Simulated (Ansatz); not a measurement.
# CHGe (quartet): wave-function methods side by side, cc-pVTZ

The task here is to estimate one member of a computed series from the others.

Method: cc-pVTZ, core rule «outside noble gas», up to 15 orbitals frozen; program: Ansatz 0.2.0, Gaussian basis.

To be run: UHF; CCSD(T) on ROHF; CCSD(T) on UHF; BCCD(T) on ROHF; CCSDT(Q) on ROHF; CCSDT(Q) on UHF; CASSCF and MRCISD+Q, 9 electrons in 9 orbitals; CASSCF and NEVPT2, 9 electrons in 9 orbitals.

7 further runs of the same task are left out: 2 for a known fault of the program, 5 set aside as unsound or not needed.

### The geometry

The geometry is a PBE0/def2-TZVP stationary point (not a proven minimum) of the parent state, kept for this charge and spin. No spin-orbit coupling is included. The filled d shell of Ge may be among the frozen orbitals whatever the setting's name suggests; the logs give the count.

3 atoms, charge 0, spin multiplicity 4.

Atoms are counted from 1 here; the program's logs count them from 0.

Bond lengths: Ge1–C2 1.782 Å, Ge1–H3 1.541 Å. Angles: C2–Ge1–H3 180.0°.

Set-up of the first run:

in.yaml reads:

```yaml
crystal:
  periodic: [false, false, false]
  atoms:
    - {symbol: Ge, position_ang: [0.000000, 0.000000, 0.080265]}
    - {symbol: C, position_ang: [0.000000, 0.000000, -1.701841]}
    - {symbol: H, position_ang: [0.000000, 0.000000, 1.621576]}
basis:
  gaussian: {orbitals: cc-pVTZ}
magnetization: {spin_polarized: true, initial_magnetization: 3}
hamiltonian: {xc: hf}
output: {orbitals: {seedname: orbitals}}
```

Started as:

```
> ansatz run in.yaml --threads 1 --pin off --events-out ev --progress --plain --max-ram 4096MiB --backend cpu
```

Steps of the session up to this table: UHF; CCSD(T) on ROHF; CCSD(T) on UHF; BCCD(T) on ROHF; CCSDT(Q) on ROHF; CCSDT(Q) on UHF; CASSCF and MRCISD+Q, 9 electrons in 9 orbitals; CASSCF and NEVPT2, 9 electrons in 9 orbitals.

One of the session's tables, all rows but one given; the rest of the session is left out.

```
          method  from RCCSDT(Q) (kcal/mol)
            ROHF                    +150.93
             UHF                    +144.47
            RMP2                     +27.80
            UMP2                     +29.41
           RCCSD                      +9.32
           UCCSD                          ?
        RCCSD(T)                      +2.12
        UCCSD(T)                      +2.04
         BCCD(T)                      +2.19
          RCCSDT                      +0.63
          UCCSDT                      +0.47
       RCCSDT(Q)                          0
       UCCSDT(Q)                      -0.18
  CASSCF valence                    +104.72
  NEVPT2 valence                     +21.52
  MRCISD valence                      +8.18
MRCISD+Q valence                      +0.90
```

Q: Estimate the row for UCCSD from the others.

As computed: from RCCSDT(Q) (kcal/mol): +9.02. In the column «from RCCSDT(Q) (kcal/mol)» it lies between MRCISD valence (+8.18) and RCCSD (+9.32).

Caveats from the session: Restricted and unrestricted rows rest on different reference determinants; where their highest levels disagree by more than a few hundredths of an eV, they describe different states and don't form one ladder.
